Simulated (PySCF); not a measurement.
# C4H4BClO: the cost of one run

Computed with PySCF 2.14.0, with density-fitted response routines of our own, on a single molecule in the gas phase. Atoms count from 0, in the outputs and in this text.

## Step 1: The starting structure

11 atoms, charge 0, multiplicity 1; geometry from: PBE0-D3(BJ)/def2-SVP.

Bonds of the start (Å): B0–C1 1.51, C1–O2 1.38, O2–C3 1.32, C3–C4 1.37, C4–C5 1.41, C5–Cl6 1.70, C5–C1 1.39, B0–H7 1.21, B0–H8 1.21, C3–H9 1.09, C4–H10 1.09.

## Step 2: Nuclear shieldings: PBE0/6-31G*

Job settings and geometry (Å):

```
{"job": {"kind": "nmr", "xc": "PBE0", "basis": "6-31G*", "pop": true}, "charge": 0, "multiplicity": 1}
B      1.996310    -0.620291    -0.405776
C      0.557682    -0.257270    -0.112377
O     -0.397788    -1.238846     0.035737
C     -1.567266    -0.669048     0.284903
C     -1.468434     0.698422     0.316526
C     -0.101381     0.956791     0.062315
Cl     0.607863     2.503739    -0.015810
H      2.806682     0.263734    -0.524740
H      2.314392    -1.778250    -0.513741
H     -2.415531    -1.337040     0.425167
H     -2.258935     1.421623     0.497385
```

With the program's defaults for keys left out, this is: GIAO PBE0/6-31G* NMR shielding, non-relativistic, gas phase.

Launch:

```console
$ OMP_NUM_THREADS=1 python probes_run.py task.json out
```

This one command runs all jobs of the session in turn.

Q: Estimate the wall time and peak memory of this first job on 1 thread of Arm Neoverse V1, shared host.

About 11 s, with a peak of 0.6 GiB.
